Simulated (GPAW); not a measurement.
# Ho (P6_3/mmc) in GPAW: single point with PBE

Aim: the single point of Ho with PBE.

Program: GPAW 26.7.0. These are calculated values, not measurements. Logs are shortened: lines on timing, memory, paths and dates and some standing lists are left out, and cuts for length are marked. The log counts tension as positive stress, the text compression.

### Step 1. The structure

The structure is hexagonal, space group P6_3/mmc (No. 194). Conventional cell: a = 3.577 Å, b = 3.577 Å, c = 5.616 Å, α = 90.00°, β = 90.00°, γ = 120.00°. Ho (site symmetry -6m2) has 12 Ho at 3.49 to 3.58 Å as nearest neighbours.

### Step 2. Single point, PBE, collinear spin, ferromagnetic start

run.py reads:

```python
from ase import Atoms
from ase.dft.bandgap import bandgap
from ase.io import write
from ase.units import GPa
from gpaw import GPAW, PW

atoms = Atoms(['Ho', 'Ho'],
              cell=[[3.5773, 0.0, 0.0],
                    [-1.78865, 3.098032677, 0.0],
                    [0.0, 0.0, 5.6158]],
              scaled_positions=[[0.6666666667, 0.3333333333, 0.75],
                                [0.3333333333, 0.6666666667, 0.25]],
              pbc=True)
atoms.set_initial_magnetic_moments([5.5, 5.5])

calc = GPAW(mode=PW(800),
            xc='PBE',
            kpts={'size': (9, 9, 5), 'gamma': True},
            occupations={'name': 'fermi-dirac', 'width': 0.05},
            nbands=41,
            convergence={'density': 1e-05, 'energy': 1e-05},
            maxiter=150,
            txt='gpaw.txt')
atoms.calc = calc
energy = atoms.get_potential_energy()
forces = atoms.get_forces()
stress = atoms.get_stress()
calc.write('gs.gpw')
write('result.traj', atoms)
print(f'Energy: {energy:.6f} eV')
print('Forces (eV/A):')
print(forces.round(4))
print('Stress (GPa):', (stress / GPa).round(3))
print('Moments:', calc.get_magnetic_moments().round(3))
print('Fermi level:', round(calc.get_fermi_level(), 4), 'eV')
print(f'Gap: {bandgap(calc)[0]:.4f} eV, direct: {bandgap(calc, direct=True)[0]:.4f} eV')
```

Potentials or basis: GPAW PAW data sets (gpaw-data 1.2.1), pw.

Started as:

```bash
OMP_NUM_THREADS=1 python run.py
```

gpaw.txt:

```text
__  _  _
 | _ |_)|_||  |
 |__||  | ||/\| - 26.7.0

Input parameters:
  mode=PW(ecut=800.0),
  convergence={'density': 1e-05, 'energy': 1e-05},
  kpts=MonkhorstPack(size=(9, 9, 5), gamma=True),
  maxiter=150,
  nbands=41,
  occupations=Occupations(name='fermi-dirac', width=0.05),
  xc=XC(name='PBE')

Diagonalizing LCAO Hamiltonian
Converting LCAO to pw mode

           Ho

        Ho

Atoms  # Å, Bohr magnetons
|   | symbol |         x |        y |        z |    initial magnetic moments |
|---|--------|-----------|----------|----------|-----------------------------|
| 0 |     Ho |  1.788650 | 1.032678 | 4.211850 | ( 0.0000,  0.0000,  5.5000) |
| 1 |     Ho | -0.000000 | 2.065355 | 1.403950 | ( 0.0000,  0.0000,  5.5000) |

Unit cell  # Å
| periodic |         x |        y |        z |  lengths |     angles |
|----------|-----------|----------|----------|----------|------------|
|      yes |  3.577300 | 0.000000 | 0.000000 | 3.577300 |  90.000000 |
|      yes | -1.788650 | 3.098033 | 0.000000 | 3.577300 |  90.000000 |
|      yes |  0.000000 | 0.000000 | 5.615800 | 5.615800 | 120.000000 |

Number of symmetries: 12
Symmetry operations  # r_c * U_cc + t_c -> r_c
|    | kind |            matrix            |
|----|------|------------------------------|
|  0 |  σ   |  1, 1, 0,  0,-1, 0,  0, 0, 1 |
|  1 |  S6  |  1, 1, 0, -1, 0, 0,  0, 0,-1 |
|  2 |  E   |  1, 0, 0,  0, 1, 0,  0, 0, 1 |
|  3 |  C2  |  1, 0, 0, -1,-1, 0,  0, 0,-1 |
|  4 |  C2  |  0, 1, 0,  1, 0, 0,  0, 0,-1 |
|  5 |  C3  |  0, 1, 0, -1,-1, 0,  0, 0, 1 |
|  6 |  S6  |  0,-1, 0,  1, 1, 0,  0, 0,-1 |
|  7 |  σ   |  0,-1, 0, -1, 0, 0,  0, 0, 1 |
|  8 |  σ   | -1, 0, 0,  1, 1, 0,  0, 0, 1 |
|  9 |  i   | -1, 0, 0,  0,-1, 0,  0, 0,-1 |
| 10 |  C3  | -1,-1, 0,  1, 0, 0,  0, 0, 1 |
| 11 |  C2  | -1,-1, 0,  0, 1, 0,  0, 0,-1 |

BZ-sampling:
  Number of BZ points: 405
  Number of IBZ points: 50

  Monkhorst-Pack size: [9, 9, 5]
  Monkhorst-Pack shift: [0, 0, 0]

K-points  # in reciprocal-cell coordinates
|     |                                coordinates |     weight |
|-----|--------------------------------------------|------------|
|   0 | (  0.00000000,   0.00000000,   0.00000000) | 0.00246914 |
|   1 | (  0.00000000,   0.00000000,   0.20000000) | 0.00493827 |
|   2 | (  0.00000000,   0.00000000,   0.40000000) | 0.00493827 |
|   3 | (  0.11111111,   0.00000000,  -0.40000000) | 0.01481481 |
|   4 | (  0.11111111,   0.00000000,  -0.20000000) | 0.01481481 |
|   5 | (  0.11111111,   0.00000000,   0.00000000) | 0.01481481 |
|   6 | (  0.11111111,   0.00000000,   0.20000000) | 0.01481481 |
|   7 | (  0.11111111,   0.00000000,   0.40000000) | 0.01481481 |
|   8 | (  0.22222222,  -0.11111111,   0.00000000) | 0.01481481 |
|   9 | (  0.22222222,  -0.11111111,   0.20000000) | 0.02962963 |
| ... |                                            |            |
|  49 | (  0.44444444,   0.44444444,   0.40000000) | 0.02962963 |

Plane wave coefficients: 3223
Cutoff: 800.0 eV

Spin-components: 2 (collinear spins)
Bands:           41
Projectors:      16
Spin-degeneracy: 1
Datatype:        complex128

Parallelization:
  kpt:    1
  domain: 1
  band:   1

Density:
  Valence electrons: 42.0
  Components: 2
  Grid points: [24 24 40]
  Charge: 0.0  # |e|

Potential:
  Grid points: [24 24 40]

species:
  Ho:
    name:    Holmium
    Z:       67.0
    valence: 21
    core:    46
    charge:  0.0  # [|e|]
    compensation charges:
      type: gauss
      rc: 0.35  # [Å]
      lmax: 2
    cutoffs:
      filter: 1.17  # [Å]
      core: 1.75  # [Å]
    projectors
    | kind |    occ | energy [eV] | rcut [Å] |
    |------|--------|-------------|----------|
    |   5s |  2.000 |     -50.378 |    1.164 |
    |   6s |  2.000 |      -3.789 |    1.164 |
    |   5p |  6.000 |     -25.868 |    1.164 |
    |   6p |  0.000 |      -1.147 |    1.164 |
    |   5d |  0.000 |      -1.042 |    1.164 |
    |   4f | 11.000 |      -3.138 |    1.164 |
    |    d |        |      26.169 |    1.164 |
    |    f |        |      24.074 |    1.164 |

    Using partial waves for Ho as LCAO basis

Reference energy: -686613.919024  # eV

eigensolver:
  PPCG
  Converge bands: occupied
  niter=2

density mixing:
  MSR1-Mixer
  Pratt-step length: 0.05
  Maximum mixing coefficient: 0.75
  Old densities: 10
  SVD Regularization: 0.005
  Good broyden scale: 1.0
  Trust region scale: 1.0
  Backstep threshold: 4.0
  History deletion threshold: 6.0
  Fourier metric: weight=20.0, sigma=0.015

occupation numbers:
  Fermi-Dirac:
    width: 0.0500  # eV

poisson solver:
  ecut: 6400.0  # eV

xc functional:
  name: PBE with 2 nearest neighbor stencil

convergence criteria:
- Maximum integral of absolute [dens]ity change: 1e-05 electrons / valence electron
- Maximum [total energy] change in last 3 cyles: 1e-05 eV / valence electron
- Maximum integral of absolute [eigenst]ate change: 4e-08 eV^2 / valence electron
maximum number of iterations: 150

SCF iterations
|iter     | |      energy | eigst |  dens |  magmom |
|---------|-|-------------|-------|-------|---------|
|iter:   1| | -111.524486 | +0.86 |       | +10.2239|
|iter:   2| |  -75.865227 | -1.16 | -0.25 |  +9.8127|
|iter:   3| | -453.746475 | +1.88 | -0.29 |  +4.6208|
|iter:   4| |  -22.522609 | +1.31 | +0.05 |  +4.1209|
|iter:   5| |  -23.843264 | +0.52 | -0.24 |  +6.7718|
|iter:   6| |  -11.255340 | -0.25 | -0.44 |  +4.6222|
|iter:   7| |  -12.783301 | -0.51 | -0.50 |  +6.2988|
|iter:   8| |  -13.183835 | -0.46 | -0.59 |  +5.0504|
|iter:   9| |   -9.806087 | -0.57 | -0.43 |  +6.2430|
|iter:  10| |  -10.766748 | -0.74 | -0.73 |  +5.5070|
|iter:  11| |   -7.182841 | -1.11 | -0.54 |  +6.2063|
|iter:  12| |   -7.329580 | -2.10 | -1.26 |  +6.0325|
|iter:  13| |   -7.371212 | -3.72 | -0.99 |  +6.0505|
|iter:  14| |   -7.226648 | -2.20 | -0.99 |  +6.5164|
|iter:  15| |   -7.421935 | -2.95 | -1.52 |  +6.8956|
|iter:  16| |   -7.318700 | -3.37 | -1.35 |  +7.0982|
|iter:  17| |   -7.314963 | -4.68 | -1.84 |  +7.0639|
|iter:  18| |   -7.317079 | -4.14 | -2.00 |  +6.9817|
|iter:  19| |   -7.318901 | -5.02 | -2.47 |  +6.9261|
|iter:  20| |   -7.321244 | -4.80 | -2.57 |  +6.8495|
|iter:  21| |   -7.321760 | -5.04 | -2.81 |  +6.8176|
|iter:  22| |   -7.322473 | -5.05 | -3.02 |  +6.7693|
|iter:  23| |   -7.323249 | -5.76 | -3.29 |  +6.7508|
|iter:  24| |   -7.322849 | -6.46 | -3.29 |  +6.7439|
|iter:  25| |   -7.322879c| -7.66c| -3.96 |  +6.7448|
|iter:  26| |   -7.322905c| -6.25 | -4.03 |  +6.7458|
|iter:  27| |   -7.322899c| -8.62c| -4.07 |  +6.7460|
|iter:  28| |   -7.322910c| -8.70c| -4.30 |  +6.7461|
|iter:  29| |   -7.322910c| -9.11c| -5.19c|  +6.7462|

Converged in 29 steps
Energy contributions relative to reference atoms: (reference = -686613.919024)

Energy contributions:
  Kinetic:        -103.313583
  Coulomb:          95.424273
  Zero:              1.932522
  External:          0.000000
  Xc:               -1.200104
  Entropy:          -0.332037
  Spinorbit:         0.000000
  ----------------------------
  Free energy:      -7.488929
  Extrapolated:     -7.322910

dipole moment: (0.000000, 0.000000, 0.000000)  # |e|*Ang

Total magnetic moment: (0.000000, 0.000000, 6.746163)

Local magnetic moments
|        x |        y |        z |
|----------|----------|----------|
| 0.000000 | 0.000000 | 3.454038 |  # Ho   0
| 0.000000 | 0.000000 | 3.454038 |  # Ho   1

Fermi level: 8.306
Eigenvalues  # (at kpt = [0.000, 0.000, 0.000])
| band index |      eig [eV] | occ [0-1] |      eig [eV] | occ [0-1] |
|------------|---------------|-----------|---------------|-----------|
|          0 |       -39.722 |     1.000 |       -38.227 |     1.000 |
|        ... |               |           |               |           |
|         13 |         5.592 |     1.000 |         8.273 |     0.658 |
|         14 |         5.592 |     1.000 |         8.273 |     0.658 |
|         15 |         5.619 |     1.000 |         8.277 |     0.643 |
|         16 |         5.646 |     1.000 |         8.293 |     0.566 |
|         17 |         5.646 |     1.000 |         8.293 |     0.566 |
|         18 |         5.709 |     1.000 |         8.316 |     0.451 |
[... 8 lines left out ...]
|         27 |        11.121 |     0.000 |        11.354 |     0.000 |
|         28 |        11.474 |     0.000 |        11.730 |     0.000 |
|        ... |               |           |               |           |
|         40 |        23.439 |     0.000 |        23.716 |     0.000 |

No gap
No difference between direct/indirect transitions

Forces  # eV/Ang
|        x |        y |        z |
|----------|----------|----------|
|  0.00000 |  0.00000 |  0.00002 |  # Ho   0
| -0.00000 | -0.00000 | -0.00002 |  # Ho   1

Stress tensor  # eV/Ang^3
|         x |         y |         z |
|-----------|-----------|-----------|
| -0.006131 |  0.000000 |  0.000000 |
|  0.000000 | -0.006131 |  0.000000 |
|  0.000000 |  0.000000 | -0.016480 |

# Writing to gs.gpw (mode='')
```

Wall time 5.3 min (1 thread of Intel Xeon 6975P-C (Granite Rapids), shared host); peak memory 0.44 GiB.

What came out:

| Quantity | Value |
| --- | --- |
| Free energy | -7.4889 eV |
| Pressure | 1.5 GPa |
| Band gap on the k mesh | none (metal or under the smearing width) |
| Net moment | 6.75 μB per cell |
| Site moments | Ho +3.45 μB |

Stress tensor (GPa, compression positive):
```
0.98 0.00 0.00
0.00 0.98 0.00
0.00 0.00 2.64
```

Caveat: one-centre terms of the f shell are cut off; the magnetic or orbital state may not be the lowest; spin-orbit coupling is left out, which moves the levels of the heavy elements. The state reached can hang on the start; a lower one may exist.
